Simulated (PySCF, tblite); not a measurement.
# C6H8NPSi: geometry, infrared bands and NMR shifts

Wanted: the infrared bands and NMR shifts of C6H8NPSi (`[SiH3]/C=P/c1cccnc1`), by calculation.

Computed with tblite 0.8.0 and PySCF 2.14.0, with density-fitted response routines of our own, on a single molecule in the gas phase. Atoms count from 0, in the outputs and in this text.

## (1) Starting geometry

17 atoms, charge 0, multiplicity 1; geometry from: force field or distance geometry start.

Bonds of the start (Å): Si0–C1 1.85, C1–P2 1.66, P2–C3 1.85, C3–C4 1.37, C4–C5 1.39, C5–C6 1.38, C6–N7 1.35, N7–C8 1.36, C8–C3 1.39, Si0–H9 1.47, Si0–H10 1.45, Si0–H11 1.46, C1–H12 1.08, C4–H13 1.08, C5–H14 1.09, C6–H15 1.08, C8–H16 1.07.

## (2) Optimising the geometry with GFN2-xTB

What the job is given:

```
{"job": {"kind": "relax", "xc": "GFN2-xTB", "basis": "xTB"}, "charge": 0, "multiplicity": 1}
Si     3.883100    -0.489300    -0.144000
C      2.036600    -0.425000    -0.259800
P      1.124000     0.040900     1.050400
C     -0.704200     0.058400     0.780400
C     -1.301400     1.273000     0.597400
C     -2.672400     1.327500     0.388700
C     -3.380500     0.148500     0.397100
N     -2.798200    -1.053800     0.599400
C     -1.455500    -1.107100     0.790900
H      4.347300     0.212100     1.055800
H      4.395800     0.068400    -1.383700
H      4.264700    -1.902500    -0.096800
H      1.538700    -0.709600    -1.170100
H     -0.689000     2.167900     0.589600
H     -3.126700     2.304300     0.238200
H     -4.453200     0.173600     0.259200
H     -1.016100    -2.075200     0.946900
```

The run is started by

```sh
> OMP_NUM_THREADS=1 python probes_run.py task.json out
```

This one command runs all jobs of the session in turn.

Output:

```text
step      E/eV     max force
  0    -653.47497    2.389
  1    -653.60400    0.914
  2    -653.64838    0.583
  3    -653.68942    0.387
  4    -653.69811    0.357
  5    -653.71335    0.287
  6    -653.71984    0.236
  7    -653.72589    0.211
  8    -653.73044    0.168
  9    -653.73456    0.185
 10    -653.73886    0.187
 11    -653.74331    0.195
 12    -653.74718    0.150
 13    -653.75038    0.117
 14    -653.75300    0.142
 15    -653.75552    0.150
 16    -653.75808    0.129
 17    -653.76046    0.105
 18    -653.76264    0.096
 19    -653.76473    0.105
 20    -653.76673    0.109
 21    -653.76872    0.116
 22    -653.77089    0.137
 23    -653.77305    0.149
 24    -653.77471    0.104
 25    -653.77590    0.092
 26    -653.77705    0.093
 27    -653.77858    0.131
 28    -653.78056    0.145
 29    -653.78263    0.109
 30    -653.78453    0.124
 31    -653.78654    0.141
 32    -653.78898    0.119
 33    -653.79173    0.120
 34    -653.79443    0.126
 35    -653.79695    0.122
 36    -653.79955    0.149
 37    -653.80246    0.136
 38    -653.80529    0.111
 39    -653.80759    0.109
 40    -653.80957    0.104
 41    -653.81164    0.143
 42    -653.81367    0.142
 43    -653.81530    0.092
 44    -653.81652    0.074
 45    -653.81765    0.089
 46    -653.81887    0.119
 47    -653.82002    0.096
 48    -653.82073    0.057
 49    -653.82114    0.056
 50    -653.82178    0.080
 51    -653.82261    0.085
 52    -653.82343    0.065
 53    -653.82397    0.048
 54    -653.82434    0.050
 55    -653.82469    0.054
 56    -653.82510    0.050
 57    -653.82558    0.068
 58    -653.82606    0.062
 59    -653.82646    0.056
 60    -653.82677    0.056
 61    -653.82701    0.049
 62    -653.82725    0.043
 63    -653.82758    0.049
 64    -653.82806    0.059
 65    -653.82862    0.089
 66    -653.82913    0.090
 67    -653.82957    0.064
 68    -653.82996    0.055
 69    -653.83032    0.047
 70    -653.83068    0.051
 71    -653.83107    0.057
 72    -653.83157    0.062
 73    -653.83219    0.077
 74    -653.83284    0.056
 75    -653.83341    0.066
 76    -653.83390    0.065
 77    -653.83440    0.056
 78    -653.83495    0.056
 79    -653.83558    0.059
 80    -653.83616    0.052
 81    -653.83683    0.059
 82    -653.83752    0.052
 83    -653.83832    0.063
 84    -653.83913    0.076
 85    -653.83990    0.058
 86    -653.84055    0.059
 87    -653.84122    0.075
 88    -653.84191    0.079
 89    -653.84259    0.053
 90    -653.84297    0.035
 91    -653.84314    0.030
 92    -653.84322    0.021
 93    -653.84331    0.020
 94    -653.84339    0.018
 95    -653.84344    0.016
 96    -653.84348    0.016
 97    -653.84351    0.016
 98    -653.84355    0.018
 99    -653.84360    0.021
100    -653.84367    0.019
101    -653.84375    0.018
102    -653.84383    0.020
103    -653.84391    0.020
104    -653.84398    0.026
105    -653.84407    0.029
106    -653.84420    0.030
107    -653.84440    0.032
108    -653.84466    0.042
109    -653.84490    0.038
110    -653.84508    0.033
111    -653.84519    0.026
112    -653.84528    0.021
113    -653.84535    0.022
114    -653.84541    0.018
115    -653.84545    0.013
116    -653.84547    0.009
```

Relaxation path: (not every step is listed)

```
step  energy from step 0 (eV)  largest force (eV/Å)
   0                   0.0000                2.3893
   1                  -0.1290                0.9136
   2                  -0.1734                0.5827
   3                  -0.2145                0.3867
   4                  -0.2231                0.3567
   5                  -0.2384                0.2870
   6                  -0.2449                0.2358
   7                  -0.2509                0.2110
   8                  -0.2555                0.1685
  18                  -0.2877                0.0962
  28                  -0.3056                0.1447
  38                  -0.3303                0.1112
  48                  -0.3458                0.0572
  58                  -0.3511                0.0622
  68                  -0.3550                0.0551
  78                  -0.3600                0.0561
  88                  -0.3669                0.0789
  98                  -0.3686                0.0182
 108                  -0.3697                0.0417
 111                  -0.3702                0.0257
 112                  -0.3703                0.0207
 113                  -0.3704                0.0218
 114                  -0.3704                0.0178
 115                  -0.3705                0.0130
 116                  -0.3705                0.0090
```

Close pairs (by a distance rule), those that changed most:

```
   bond  before (Å)  after (Å)  change (Å)
  N7–C8       1.357      1.317      -0.040
  C6–N7       1.351      1.323      -0.028
  C3–C4       1.366      1.393      +0.027
 Si0–C1       1.851      1.878      +0.027
  C1–P2       1.663      1.678      +0.015
Si0–H10       1.453      1.467      +0.014
  P2–C3       1.848      1.834      -0.014
  C5–C6       1.375      1.387      +0.011
```

The end geometry stands in the next job.

## (3) Vibrational analysis with GFN2-xTB

What the job is given:

```
{"job": {"kind": "ir", "xc": "GFN2-xTB", "basis": "xTB"}, "charge": 0, "multiplicity": 1}
Si     3.744895    -0.708879    -0.182807
C      1.896396    -0.432504     0.003956
P      1.215783     0.558725     1.174389
C     -0.568008     0.370668     0.789662
C     -1.401807     1.484506     0.718892
C     -2.744445     1.304678     0.433023
C     -3.208977     0.011458     0.246219
N     -2.433479    -1.056252     0.338805
C     -1.155534    -0.881517     0.606145
H      4.443375    -0.122655     0.959589
H      4.195277    -0.087210    -1.432850
H      3.989291    -2.153177    -0.250350
H      1.245425    -0.926759    -0.708236
H     -0.997357     2.475310     0.876195
H     -3.415845     2.146764     0.360414
H     -4.248427    -0.185429     0.019446
H     -0.563558    -1.785696     0.687061
```

Output:

```text
mode    cm-1     km/mol
  1      45.7      0.92
  2      68.7      0.07
  3      76.7      0.61
  4     121.5      0.86
  5     178.5      0.77
  6     209.6      1.51
  7     255.3      0.51
  8     355.0      2.48
  9     396.0      2.38
 10     447.5      0.94
 11     521.7     44.94
 12     534.9     59.71
 13     593.9      4.81
 14     684.7      6.85
 15     694.3     36.57
 16     706.8     12.69
 17     738.0     17.77
 18     774.0     68.06
 19     776.3    152.81
 20     787.0    160.87
 21     794.3    617.08
 22     901.9      1.13
 23     912.1      0.29
 24     925.6      0.23
 25     991.8     16.35
 26    1062.1     14.07
 27    1093.6      2.58
 28    1123.2      4.48
 29    1136.0      1.84
 30    1192.5     42.69
 31    1197.9     22.48
 32    1262.9      0.28
 33    1275.0      1.44
 34    1385.3      5.02
 35    1428.7      4.73
 36    1555.8     22.58
 37    1559.2     36.62
 38    2226.6    381.88
 39    2236.0    278.83
 40    2274.5    263.98
 41    3003.5     11.06
 42    3036.5     21.92
 43    3058.8     16.79
 44    3060.8     27.83
 45    3088.2     50.65
```

Which atoms move in the most intense modes:

```
cm⁻¹  km/mol                                  atoms
 535    59.7                     H10 43 %, H11 32 %
 774    68.1           H14 19 %, H13 14 %, H15 13 %
 776   152.8            H9 58 %, H11 24 %, H10 14 %
 787   160.9                     H10 46 %, H11 35 %
 794   617.1  H11 25 %, H10 24 %, Si0 19 %, H9 13 %
2227   381.9                     H10 80 %, H11 16 %
2236   278.8                     H11 81 %, H10 17 %
2274   264.0                                H9 97 %
```

## (4) Shielding tensors: PBE0/pcSseg-1

Settings changed since step 3:

```diff
@@ -1,2 +1,2 @@
-{"job": {"kind": "ir", "xc": "GFN2-xTB", "basis": "xTB"}, "charge": 0, "multiplicity": 1}
+{"job": {"kind": "nmr", "xc": "PBE0", "basis": "pcSseg-1"}, "charge": 0, "multiplicity": 1}
 Si     3.744895    -0.708879    -0.182807
```

With the program's defaults for keys left out, this is: GIAO PBE0/pcSseg-1 NMR shielding, non-relativistic, gas phase.

Output:

```text
coarse grid: 15792 points
cycle   1  E = -918.2581375439  dE =  1.339e+00  |g| = 3.955e-01  |ddm| = 4.129e+00
cycle   2  E = -918.2061858651  dE =  5.195e-02  |g| = 5.797e-01  |ddm| = 1.012e+00
cycle   3  E = -918.2933915275  dE = -8.721e-02  |g| = 1.409e-01  |ddm| = 6.876e-01
cycle   4  E = -918.2989487475  dE = -5.557e-03  |g| = 4.777e-02  |ddm| = 1.983e-01
cycle   5  E = -918.2995295543  dE = -5.808e-04  |g| = 1.316e-02  |ddm| = 5.961e-02
cycle   6  E = -918.2995684516  dE = -3.890e-05  |g| = 4.762e-03  |ddm| = 1.729e-02
cycle   7  E = -918.2995735843  dE = -5.133e-06  |g| = 1.728e-03  |ddm| = 5.699e-03
final grid: 145072 points
cycle   8  E = -918.3517964917  dE = -3.342e-05  |g| = 8.406e-03  |ddm| = 4.206e-02
cycle   9  E = -918.3517709111  dE =  2.558e-05  |g| = 1.295e-02  |ddm| = 2.196e-02
cycle  10  E = -918.3518128455  dE = -4.193e-05  |g| = 2.704e-03  |ddm| = 1.471e-02
cycle  11  E = -918.3518149935  dE = -2.148e-06  |g| = 4.153e-04  |ddm| = 3.350e-03
cycle  12  E = -918.3518150322  dE = -3.874e-08  |g| = 1.645e-04  |ddm| = 4.821e-04
cycle  13  E = -918.3518150377  dE = -5.436e-09  |g| = 5.961e-05  |ddm| = 1.942e-04
cycle  14  E = -918.3518150386  dE = -9.111e-10  |g| = 1.899e-05  |ddm| = 8.909e-05
converged SCF energy = -918.3518150386

GIAO shielding tensors (ppm)
atom      isotropic    diamagn.    paramagn.     s11        s22        s33       span
  0 Si     425.169     879.120    -453.951    403.017    409.544    462.946     59.930
  1 C      -18.177     266.951    -285.128   -206.090    -19.804    171.361    377.451
  2 P      -48.847     969.469   -1018.317   -492.335    -40.546    386.339    878.674
  3 C       32.523     269.018    -236.496    -47.267    -14.395    159.230    206.497
  4 C       44.285     251.271    -206.986    -68.216     22.602    178.468    246.684
  5 C       60.207     258.504    -198.296    -51.630     53.626    178.625    230.255
  6 C       30.493     251.246    -220.752    -81.493     24.093    148.881    230.374
  7 N      -96.670     331.074    -427.744   -415.631   -175.734    301.357    716.988
  8 C       31.417     251.797    -220.380    -67.027     23.803    137.475    204.502
  9 H       27.230      27.763      -0.533     24.197     26.471     31.021      6.823
 10 H       27.129      27.738      -0.609     24.152     25.187     32.049      7.897
 11 H       27.156      27.549      -0.393     23.824     25.515     32.130      8.306
 12 H       22.103      37.349     -15.247     13.421     23.251     29.636     16.215
 13 H       23.694      32.411      -8.717     20.223     22.540     28.318      8.095
 14 H       24.320      29.999      -5.678     21.608     23.807     27.546      5.939
 15 H       22.729      28.341      -5.613     18.895     22.671     26.621      7.727
 16 H       22.668      33.300     -10.633     18.353     21.481     28.169      9.816
```

Wall time 1.8 min (1 thread, shared host).

Shifts follow as δ = σ(reference) − σ, with reference shieldings (ppm) from runs at the same level and on the same kind of geometry: 1H TMS 31.72, 13C TMS 186.9, 29Si TMS 349.2, 15N NH3 267.7, 31P H3PO4 318.4. The references are single molecules in the gas phase, so shifts against H2O, NH3, PH3, H3PO4 or CFCl3 are not on the usual liquid scales and can be off by tens of ppm. Atoms listed in one row are averaged.

```
       atoms                                                      environment  σ (ppm)  δ (ppm)  δ scaled to CDCl3
          C1                carbon double-bonded to a heavier main-group atom    -18.2    205.1              198.3
          C6                              aromatic CH next to a ring nitrogen     30.5    156.4              150.8
          C8                              aromatic CH next to a ring nitrogen     31.4    155.5              149.9
          C3                                      substituted aromatic carbon     32.5    154.4              148.8
          C4                                                      aromatic CH     44.3    142.6              137.3
          C5                                                      aromatic CH     60.2    126.7              121.8
         H12  hydrogen on a carbon double-bonded to a heavier main-group atom    22.10     9.61               9.17
         H16               hydrogen on an aromatic CH next to a ring nitrogen    22.67     9.05               8.64
         H15               hydrogen on an aromatic CH next to a ring nitrogen    22.73     8.99               8.58
         H13                                       hydrogen on an aromatic CH    23.69     8.02               7.67
         H14                                       hydrogen on an aromatic CH    24.32     7.40               7.08
H9, H10, H11                                hydrogen on a silicon bonded to C    27.17     4.55                  –
         Si0                                         silicon bonded to C, 3 H    425.2    -76.0                  –
          P2                                         phosphorus bonded to 2 C    -48.8    367.2                  –
          N7                                      pyridine-type ring nitrogen    -96.7    364.4                  –
```

The scaled column applies a straight-line fit of computed shieldings to shifts measured in CDCl3 (root-mean-square error 0.16 ppm for H, 1.9 ppm for C).

Charges from the same density, by scheme (e):

```
atoms  Mulliken    IAO  Hirshfeld  ESP fit
  Si0      0.57   0.62       0.30     0.44
   C1     -0.71  -0.67      -0.19    -0.21
   P2      0.49   0.41       0.13    -0.14
   C3     -0.53  -0.23      -0.06    -0.09
   C4      0.06  -0.12      -0.03     0.10
   C5     -0.18  -0.18      -0.05    -0.59
   C6      0.16  -0.01       0.02     0.49
   N7     -0.41  -0.27      -0.16    -0.71
   C8      0.23  -0.01       0.02     0.47
```

Mayer bond orders: Si0–C1 0.89, C1–P2 1.78, P2–C3 0.92, C3–C4 1.39, C4–C5 1.44, C5–C6 1.39, C6–N7 1.46, N7–C8 1.50, C8–C3 1.34.

Ring of atoms C3, C4, C5, C6, N7, C8: NICS(0) -7.1, NICS(1) -11.0, NICS(1)zz -27.6 ppm (means of both faces).

## (5) Results

| quantity | value |
| --- | --- |
| strongest single infrared mode (GFN2-xTB) | 794 cm⁻¹, 617 km/mol |
| zero-point energy (GFN2-xTB) | 72.5 kcal/mol |
| 13C shifts against TMS (PBE0/pcSseg-1) | 205.1, 156.4, 155.5, 154.4, 142.6, 126.7 ppm |
| 1H shifts against TMS (PBE0/pcSseg-1, means over atoms taken as alike) | 9.61, 9.05, 8.99, 8.02, 7.40, 4.55 ppm |
| 29Si shifts against TMS (PBE0/pcSseg-1) | -76.0 ppm |
| 31P shifts against H3PO4 (PBE0/pcSseg-1) | 367.2 ppm |
| 15N shifts against NH3 (PBE0/pcSseg-1) | 364.4 ppm |

What this shows: Over 116 steps the energy fell by 0.370 eV; of the close pairs, N7–C8 changed most, 1.357 to 1.317 Å. All 45 modes are real, so the xTB geometry is a minimum. The strongest single mode, at 794 cm⁻¹, is spread over several atoms, H11, H10, Si0, H9 among them. Unscaled tight-binding wavenumbers are off by several per cent, some by more. Its intensities can rank the bands wrongly. At PBE0/pcSseg-1: The largest span, 879 ppm, is at P2, where the paramagnetic term is -1018 ppm. NICS(1)zz of -28 ppm above the planar ring from C3 marks a diatropic (aromatic) ring current.
